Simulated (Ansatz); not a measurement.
# FeAs7O12: the cost of one run

Computed with Ansatz 0.2.0 (DFT, PBE, plane-wave PAW, default files, scalar-relativistic, as far as a step names no other, unless a step's input says otherwise).

1 further run of the same task is left out (it didn't finish).

## Step 1: The system as given

It takes space group R3m (No. 160, trigonal). Conventional cell: a = 7.882 Å, b = 7.882 Å, c = 19.308 Å, α = 90.00°, β = 90.00°, γ = 120.00°. Fe (site symmetry 3m) is surrounded by 3 O at 1.80 Å. Around As (site symmetry m) lie 3 O at 1.80 Å. Around As (site symmetry 3m) lie 3 O at 1.80 Å. Around O (site symmetry m) lie 1 Fe at 1.80 Å and 1 As at 1.80 Å. Around O (site symmetry m) lie 2 As at 1.80 Å.

Structure file:

```xyz
20
Lattice="0.0000 5.5736 5.5736 5.5736 0.0000 5.5736 5.5736 5.5736 0.0000" Properties=species:S:1:pos:R:3 pbc="T T T"
Fe    3.9340    3.9340    3.9340
As   10.0000    6.7208    6.7208
As    6.7208    6.7208   10.0000
As    6.7208   10.0000    6.7208
As    7.2132    7.2132    3.9340
As    7.2132    3.9340    7.2132
As    3.9340    7.2132    7.2132
As   10.0000   10.0000   10.0000
O     2.7868    4.7236    2.7868
O     5.5736    1.9368    5.5736
O     2.7868    2.7868    4.7236
O     4.7236    2.7868    2.7868
O     0.8500    2.7868    2.7868
O     2.7868    2.7868    0.8500
O     5.5736    5.5736    9.2104
O     5.5736    5.5736    1.9368
O     2.7868    0.8500    2.7868
O     1.9368    5.5736    5.5736
O     9.2104    5.5736    5.5736
O     5.5736    9.2104    5.5736
```

Atom 1 of the input is the impurity.

## Step 2: Gradients at the starting positions

The input, input.yaml:

```yaml
crystal:
  lattice:
    - [0.0, 5.5736127519, 5.5736127519]
    - [5.5736127519, 0.0, 5.5736127519]
    - [5.5736127519, 5.5736127519, 0.0]
  atoms:
    - { symbol: Fe, position: [0.35291142, 0.35291142, 0.35291142], spin: 5.0 }
    - { symbol: As, position: [0.30873426, 0.89708858, 0.89708858] }
    - { symbol: As, position: [0.89708858, 0.89708858, 0.30873426] }
    - { symbol: As, position: [0.89708858, 0.30873426, 0.89708858] }
    - { symbol: As, position: [0.35291142, 0.35291142, 0.94126574] }
    - { symbol: As, position: [0.35291142, 0.94126574, 0.35291142] }
    - { symbol: As, position: [0.94126574, 0.35291142, 0.35291142] }
    - { symbol: As, position: [0.89708858, 0.89708858, 0.89708858] }
    - { symbol: O, position: [0.423748, 0.076252, 0.423748] }
    - { symbol: O, position: [0.173748, 0.826252, 0.173748] }
    - { symbol: O, position: [0.423748, 0.423748, 0.076252] }
    - { symbol: O, position: [0.076252, 0.423748, 0.423748] }
    - { symbol: O, position: [0.423748, 0.076252, 0.076252] }
    - { symbol: O, position: [0.076252, 0.076252, 0.423748] }
    - { symbol: O, position: [0.826252, 0.826252, 0.173748] }
    - { symbol: O, position: [0.173748, 0.173748, 0.826252] }
    - { symbol: O, position: [0.076252, 0.423748, 0.076252] }
    - { symbol: O, position: [0.826252, 0.173748, 0.173748] }
    - { symbol: O, position: [0.173748, 0.826252, 0.826252] }
    - { symbol: O, position: [0.826252, 0.173748, 0.826252] }
magnetization:
  spin_polarized: true
kpoints:
  mp_grid: { grid: [3, 3, 3] }
scf:
  occupations: { method: fermi_dirac, width: 0.01 }
hamiltonian:
  xc: pbe
  pseudopotentials: { kind: paw }
output:
  forces: true
  stress: true
  populations: true
  efg:
    quadrupole_moments_barn: { Fe: 0.16, As: 0.311, O: -0.02558 }
    contact_densities: true
```

The run is started by

```console
$ ansatz run input.yaml --threads 1 --pin off --max-ram 3072MiB --backend cpu --events-out ev --progress --plain --runs-dir out
```

**Question.** How long does this run take on 1 thread of an x86-64 CPU, shared host, and how much memory does it need?

About 74 s, with a peak of 0.98 GiB.
